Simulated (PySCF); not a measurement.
# C3H8Cl3GeN (Ge(NMeEt)Cl3): the cost of one run

The runs use PySCF 2.14.0, with density-fitted response routines of our own; the level of theory stands in each step. All values are computed, except where a source is named. Atoms are numbered from 0 throughout.

## (1) The molecule as given

16 atoms, charge 0, multiplicity 1; geometry from: GFN2-xTB. The atoms were then displaced at random by about 0.03 Å, so the start is not that level's minimum.

Bonds of the start (Å): Ge0–N1 1.85, Ge0–Cl13 2.02, Ge0–Cl14 2.17, Ge0–Cl15 2.11, N1–C2 1.41, N1–C3 1.39, C2–H5 1.10, C2–H6 1.17, C2–H7 1.14, C3–C4 1.49, C3–H8 1.19, C3–H9 1.17, C4–H10 1.12, C4–H11 1.04, C4–H12 1.04.

## (2) Geometry optimisation at PBE0-D3(BJ)/def2-SVP

The job: settings as JSON, then the geometry in Å.

```
{"job": {"xc": "PBE0", "basis": "def2-SVP", "d3": "d3bj", "grid": 1, "maxiter": 40, "shake": 0.03, "kind": "geom"}, "charge": 0, "multiplicity": 1}
Ge    -0.075840     0.434370    -1.853470
N     -0.289680     0.657130    -0.025470
C      0.774300     1.316410     0.633450
C     -0.798970    -0.384420     0.738780
C     -0.058320    -1.668200     0.892620
H      0.474310     1.701200     1.620500
H      1.722970     0.658420     0.819230
H      1.206550     2.194000     0.051120
H     -1.158340     0.041230     1.787930
H     -1.839610    -0.661820     0.274050
H     -0.642450    -2.410750     1.491590
H      0.240320    -2.046130    -0.031450
H      0.774040    -1.403500     1.452190
Cl     1.656520    -0.345220    -2.549560
Cl    -0.250480     2.453280    -2.632960
Cl    -1.769670    -0.569920    -2.602120
```

Launch:

```bash
$ OMP_NUM_THREADS=1 python probes_run.py task.json out
```

One launch serves the whole session: the jobs run in the order shown.

Q: Estimate the wall time and peak memory of this first job on 1 thread of AMD EPYC, shared host.

About 13 min, with a peak of 1.1 GiB.
